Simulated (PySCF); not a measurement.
# One shape, several levels: SiSe (SMILES [Si][Se])

We compute a comparison of 6 runs (B3LYP/6-31G*, B2PLYP/aug-cc-pVTZ, PBE/aug-cc-pVTZ, SVWN5/aug-cc-pVTZ, revPBE/aug-cc-pVTZ, wB97M-V/aug-cc-pVTZ) of SiSe. The job is set up through a Python script.

Program for the calculation: PySCF 2.14.0.

2 further runs of the same task are left out: 2 set aside as unsound or not needed.

### Step 1. The system as given

SiSe: 2 atoms, total charge 0, spin state singlet. SMILES: `[Si][Se]`. Geometry: relaxed at PBE0-D4/def2-TZVP.

Bond lengths: Si1–Se2 2.062 Å.

### Step 2. A single-point energy at B3LYP/6-31G(d) (spherical functions) (run 1)

job.py

```python
from pyscf import gto, dft

molecule = gto.M(
    atom='''
Si     0.000000     0.000000     0.059413
Se     0.000000     0.000000     3.955367
''',
    max_memory=1860,
    spin=0,
    verbose=4,
    unit='bohr',
    basis='6-31g*',
    charge=0,
)

mf = dft.RKS(molecule, xc='b3lyp')
mf.conv_tol = 1e-10
mf.grids.level = 5
mf.kernel()
if not mf.converged:
    mf = mf.newton().run(mf.mo_coeff, mf.mo_occ)

energy = mf.e_tot
print('E(%s) = %.9f' % ('B3LYP', energy))
```

The run is started by

```console
$ OMP_NUM_THREADS=1 python job.py
```

Log:

```text
PySCF version 2.14.0

[INPUT] num. atoms = 2
[INPUT] num. electrons = 48
[INPUT] charge = 0
[INPUT] spin (= nelec alpha-beta = 2S) = 0
[INPUT] symmetry False subgroup None
[INPUT] Mole.unit = bohr
[INPUT] Symbol           X                Y                Z      unit          X                Y                Z       unit  Magmom
[INPUT]  1 Si     0.000000000000   0.000000000000   0.031440005632 AA    0.000000000000   0.000000000000   0.059413000000 Bohr   0.0
[INPUT]  2 Se     0.000000000000   0.000000000000   2.093090077225 AA    0.000000000000   0.000000000000   3.955367000000 Bohr   0.0

nuclear repulsion = 122.178033929559
number of shells = 20
number of NR pGTOs = 146
number of NR cGTOs = 50
basis = 6-31g*
ecp = {}

******** <class 'pyscf.dft.rks.RKS'> ********
method = RKS
initial guess = minao
damping factor = 0
level_shift factor = 0
DIIS = <class 'pyscf.scf.diis.CDIIS'>
diis_start_cycle = 1
diis_space = 8
diis_damp = 0
SCF conv_tol = 1e-10
SCF conv_tol_grad = None
SCF max_cycles = 50
direct_scf = True
direct_scf_tol = 1e-13
XC library pyscf.dft.libxc version 7.0.0
    S. Lehtola, C. Steigemann, M. J.T. Oliveira, and M. A.L. Marques.,  SoftwareX 7, 1–5 (2018)
XC functionals = b3lyp
    P. J. Stephens, F. J. Devlin, C. F. Chabalowski, and M. J. Frisch.,  J. Phys. Chem. 98, 11623 (1994)
radial grids:
    Treutler-Ahlrichs [JCP 102, 346 (1995); DOI:10.1063/1.469408] (M4) radial grids

becke partition: Becke, JCP 88, 2547 (1988); DOI:10.1063/1.454033
pruning grids: <function nwchem_prune>
grids dens level: 5
symmetrized grids: False
atomic radii adjust function: <function treutler_atomic_radii_adjust>
small_rho_cutoff = 0
Set gradient conv threshold to 1e-05
Initial guess from minao.
tot grids = 88288
init E= -2690.01588144556
  HOMO = -0.270258464087734  LUMO = -0.107125229946361  gap/eV = 4.43908
cycle= 1 E= -2690.73344609499  delta_E= -0.718  |g|= 0.35  |ddm|= 1.79
  HOMO = -0.247568694595809  LUMO = -0.0931704766058693  gap/eV = 4.20139
cycle= 2 E= -2690.14723174317  delta_E= 0.586  |g|= 1.22  |ddm|= 2.18
  HOMO = -0.26787577712047  LUMO = -0.0934558459872231  gap/eV = 4.74621
cycle= 3 E= -2690.79253533052  delta_E= -0.645  |g|= 0.0731  |ddm|= 1.56
  HOMO = -0.277726894265582  LUMO = -0.0956501682007149  gap/eV = 4.95456
cycle= 4 E= -2690.79422546862  delta_E= -0.00169  |g|= 0.0144  |ddm|= 0.0844
  HOMO = -0.278840180966033  LUMO = -0.0954731858532296  gap/eV = 4.98967
cycle= 5 E= -2690.79425216682  delta_E= -2.67e-05  |g|= 0.00374  |ddm|= 0.00949
  HOMO = -0.278525879358026  LUMO = -0.0949153305547379  gap/eV = 4.99630
cycle= 6 E= -2690.79425867582  delta_E= -6.51e-06  |g|= 0.000755  |ddm|= 0.00664
  HOMO = -0.278630339313976  LUMO = -0.0949815135018323  gap/eV = 4.99734
cycle= 7 E= -2690.79425889864  delta_E= -2.23e-07  |g|= 0.000129  |ddm|= 0.0012
  HOMO = -0.278642640896469  LUMO = -0.0949884454541586  gap/eV = 4.99749
cycle= 8 E= -2690.79425890392  delta_E= -5.28e-09  |g|= 1.6e-05  |ddm|= 0.000193
  HOMO = -0.278642162339945  LUMO = -0.0949886970058622  gap/eV = 4.99747
cycle= 9 E= -2690.79425890403  delta_E= -1.13e-10  |g|= 1.23e-06  |ddm|= 2.26e-05
  HOMO = -0.278642244831187  LUMO = -0.0949888206873588  gap/eV = 4.99746
cycle= 10 E= -2690.79425890403  delta_E= 9.09e-13  |g|= 1.92e-07  |ddm|= 1.97e-06
  HOMO = -0.27864222890643  LUMO = -0.0949888146935823  gap/eV = 4.99746
Extra cycle  E= -2690.79425890403  delta_E=    0  |g|= 4.45e-07  |ddm|= 1.02e-06
converged SCF energy = -2690.79425890403
E(B3LYP) = -2690.794258904
```

Run time: 3.9 s. Hardware: 1 thread of Arm Neoverse V2, shared host; peak memory 0.26 GiB.

### Step 3. A single-point energy at B2PLYP/aug-cc-pVTZ (run 2)

start.xyz

```xyz
2
SeSi
Si     0.000000     0.000000     0.031440
Se     0.000000     0.000000     2.093090
```

calc.py

```python
# SiSe
from pyscf import gto, dft, mp

mol = gto.Mole()
mol.atom = 'start.xyz'
mol.basis = 'aug-cc-pvtz'
mol.max_memory = 1860
mol.verbose = 3
mol.charge = 0
mol.spin = 0
mol.build()

ks = dft.RKS(mol)
ks.xc = '0.53*HF + 0.47*B88, 0.73*LYP'
ks.conv_tol = 1e-10
ks.grids.level = 5
ks.kernel()
if not ks.converged:
    ks = ks.newton().run(ks.mo_coeff, ks.mo_occ)

pt = mp.MP2(ks, frozen=14).run()
e_tot = ks.e_tot + 0.27 * pt.e_corr
print('PT2 part  %.8f' % (0.27 * pt.e_corr))
print('E(%s) = %.9f' % ('B2PLYP', e_tot))
```

The run is started by

```console
$ OMP_NUM_THREADS=1 python calc.py
```

Log:

```text
converged SCF energy = -2690.50072273637
E(RMP2) = -2690.89393604545  E_corr = -0.393213309084936
E(SCS-RMP2) = -2690.87803119135  E_corr = -0.377308454986157
PT2 part  -0.10616759
E(B2PLYP) = -2690.606890330
```

Run time: 11 s. Hardware: 1 thread of Arm Neoverse V2, shared host; peak memory 0.54 GiB.

Runs 3 to 4 aren't shown in full; the table further down has their settings and results.

### Step 4. A single-point energy at revPBE/aug-cc-pVTZ (run 5)

start.xyz

```xyz
2

Si     0.000000     0.000000     0.031440
Se     0.000000     0.000000     2.093090
```

run.py

```python
from pyscf import gto, dft

system = gto.Mole()
system.atom = 'start.xyz'
system.verbose = 3
system.max_memory = 1860
system.basis = 'aug-cc-pvtz'
system.spin = 0
system.charge = 0
system.build()

mf = dft.RKS(system)
mf.xc = 'revpbe'
mf.conv_tol = 1e-10
mf.grids.level = 5
mf.kernel()
if not mf.converged:
    mf = mf.newton().run(mf.mo_coeff, mf.mo_occ)

e_final = mf.e_tot
print('Final energy', e_final)
```

The run is started by

```console
$ OMP_NUM_THREADS=1 python run.py
```

Log:

```text
converged SCF energy = -2690.85742066614
Final energy -2690.857420666139
```

Wall time 9.9 s (1 thread of Arm Neoverse V2, shared host); peak memory 0.54 GiB.

### Step 5. A single-point energy at wB97M-V/aug-cc-pVTZ (run 6)

calc.py

```python
from pyscf import gto, dft

molecule = gto.M(
    atom='''
Si       0.000000       0.000000       0.031440
Se       0.000000       0.000000       2.093090
''',
    max_memory=1860,
    basis='aug-cc-pvtz',
    verbose=4,
)

myscf = dft.RKS(molecule)
myscf.xc = 'wb97m-v'
myscf.grids.level = 5
myscf.conv_tol = 1e-10
myscf.nlcgrids.level = 1
myscf.kernel()
if not myscf.converged:
    myscf = myscf.newton().run(myscf.mo_coeff, myscf.mo_occ)

energy = myscf.e_tot
print(f'total energy: {energy:.8f} hartree')
```

The run is started by

```console
$ OMP_NUM_THREADS=1 python calc.py
```

Log:

```text
PySCF version 2.14.0

[INPUT] num. atoms = 2
[INPUT] num. electrons = 48
[INPUT] charge = 0
[INPUT] spin (= nelec alpha-beta = 2S) = 0
[INPUT] symmetry False subgroup None
[INPUT] Mole.unit = angstrom
[INPUT] Symbol           X                Y                Z      unit          X                Y                Z       unit  Magmom
[INPUT]  1 Si     0.000000000000   0.000000000000   0.031440000000 AA    0.000000000000   0.000000000000   0.059412989356 Bohr   0.0
[INPUT]  2 Se     0.000000000000   0.000000000000   2.093090000000 AA    0.000000000000   0.000000000000   3.955366854066 Bohr   0.0

nuclear repulsion = 122.178038172299
number of shells = 27
number of NR pGTOs = 202
number of NR cGTOs = 109
basis = aug-cc-pvtz
ecp = {}

******** <class 'pyscf.dft.rks.RKS'> ********
method = RKS
initial guess = minao
damping factor = 0
level_shift factor = 0
DIIS = <class 'pyscf.scf.diis.CDIIS'>
diis_start_cycle = 1
diis_space = 8
diis_damp = 0
SCF conv_tol = 1e-10
SCF conv_tol_grad = None
SCF max_cycles = 50
direct_scf = True
direct_scf_tol = 1e-13
XC library pyscf.dft.libxc version 7.0.0
    S. Lehtola, C. Steigemann, M. J.T. Oliveira, and M. A.L. Marques.,  SoftwareX 7, 1–5 (2018)
XC functionals = wb97m-v
radial grids:
    Treutler-Ahlrichs [JCP 102, 346 (1995); DOI:10.1063/1.469408] (M4) radial grids

becke partition: Becke, JCP 88, 2547 (1988); DOI:10.1063/1.454033
pruning grids: <function nwchem_prune>
grids dens level: 5
symmetrized grids: False
atomic radii adjust function: <function treutler_atomic_radii_adjust>
** Following is NLC and NLC Grids **
NLC functional = wb97m-v
radial grids:
    Treutler-Ahlrichs [JCP 102, 346 (1995); DOI:10.1063/1.469408] (M4) radial grids

becke partition: Becke, JCP 88, 2547 (1988); DOI:10.1063/1.454033
pruning grids: <function nwchem_prune>
grids dens level: 1
symmetrized grids: False
atomic radii adjust function: <function treutler_atomic_radii_adjust>
small_rho_cutoff = 0
Set gradient conv threshold to 1e-05
Initial guess from minao.
tot grids = 88288
tot grids = 13744
init E= -2690.10138738118
  HOMO = -0.271773017048868  LUMO = -0.0670643661648859  gap/eV = 5.57041
cycle= 1 E= -2690.91055334315  delta_E= -0.809  |g|= 0.348  |ddm|= 1.63
  HOMO = -0.329148088579013  LUMO = -0.0549245526611326  gap/eV = 7.46200
cycle= 2 E= -2690.89730472699  delta_E= 0.0132  |g|= 0.442  |ddm|= 0.857
  HOMO = -0.358463017155412  LUMO = -0.0281167804629812  gap/eV = 8.98918
cycle= 3 E= -2690.96450973314  delta_E= -0.0672  |g|= 0.0566  |ddm|= 0.375
  HOMO = -0.359012593861061  LUMO = -0.0236312835890353  gap/eV = 9.12619
cycle= 4 E= -2690.96482721025  delta_E= -0.000317  |g|= 0.00971  |ddm|= 0.0513
  HOMO = -0.360836847346726  LUMO = -0.0223468382049241  gap/eV = 9.21078
cycle= 5 E= -2690.96487203004  delta_E= -4.48e-05  |g|= 0.00168  |ddm|= 0.0209
  HOMO = -0.360503205081908  LUMO = -0.0222170459325663  gap/eV = 9.20524
cycle= 6 E= -2690.96487383598  delta_E= -1.81e-06  |g|= 0.000435  |ddm|= 0.00481
  HOMO = -0.360615726603547  LUMO = -0.022319793684056  gap/eV = 9.20550
cycle= 7 E= -2690.96487393017  delta_E= -9.42e-08  |g|= 8.5e-05  |ddm|= 0.000767
  HOMO = -0.360625711708563  LUMO = -0.0223193318314966  gap/eV = 9.20579
cycle= 8 E= -2690.96487393683  delta_E= -6.66e-09  |g|= 3.22e-05  |ddm|= 0.000201
  HOMO = -0.360624147403711  LUMO = -0.0223176471805473  gap/eV = 9.20579
cycle= 9 E= -2690.9648739379  delta_E= -1.07e-09  |g|= 1.12e-05  |ddm|= 0.000117
  HOMO = -0.360624257165023  LUMO = -0.0223168016625143  gap/eV = 9.20581
cycle= 10 E= -2690.96487393797  delta_E= -7.64e-11  |g|= 1.5e-06  |ddm|= 3.07e-05
  HOMO = -0.36062443732678  LUMO = -0.0223169507150107  gap/eV = 9.20582
Extra cycle  E= -2690.96487393798  delta_E= -3.64e-12  |g|= 7.05e-07  |ddm|= 4.14e-06
converged SCF energy = -2690.96487393798
total energy: -2690.96487394 hartree
```

Wall time 43 s (1 thread of Arm Neoverse V2, shared host); peak memory 0.59 GiB.

### Step 6. The series

```
run                               level  frozen core orbitals  nlc grid   energy (Eh)  dipole moment (D)  HOMO energy (eV)  LUMO energy (eV)  wall time
  1  B3LYP/6-31G* (spherical functions)                     –         –  -2690.794259               1.41             -7.58             -2.58      3.9 s
  2                  B2PLYP/aug-cc-pVTZ                    14         –  -2690.606890               1.70             -8.57             -1.37       11 s
  3                     PBE/aug-cc-pVTZ                     –         –  -2690.608125               1.15             -6.74             -3.21      9.6 s
  4                   SVWN5/aug-cc-pVTZ                     –         –  -2686.561152               1.22             -6.86             -3.36      6.9 s
  5                  revPBE/aug-cc-pVTZ                     –         –  -2690.857421               1.12             -6.71             -3.17      9.9 s
  6                 wB97M-V/aug-cc-pVTZ                     –         1  -2690.964874               1.73             -9.81             -0.61       43 s
```

### Step 7. What came out

| quantity | value |
| --- | --- |
| run 6: total energy | -2690.96487 Eh |
| run 6: dipole moment | 1.73 D |
| run 6: HOMO energy | -9.81 eV |
| run 6: LUMO energy | -0.61 eV |
| run 6: HOMO–LUMO gap | 9.21 eV |

**Reading.** The dipole moment (its size) runs from 1.12 D (revPBE/aug-cc-pVTZ) to 1.73 D (wB97M-V/aug-cc-pVTZ). The HOMO–LUMO gap runs from 3.50 eV (SVWN5/aug-cc-pVTZ) to 9.21 eV (wB97M-V/aug-cc-pVTZ). Totals of different functionals can't be ranked against each other. All runs together took 84 s, the longest 43 s.
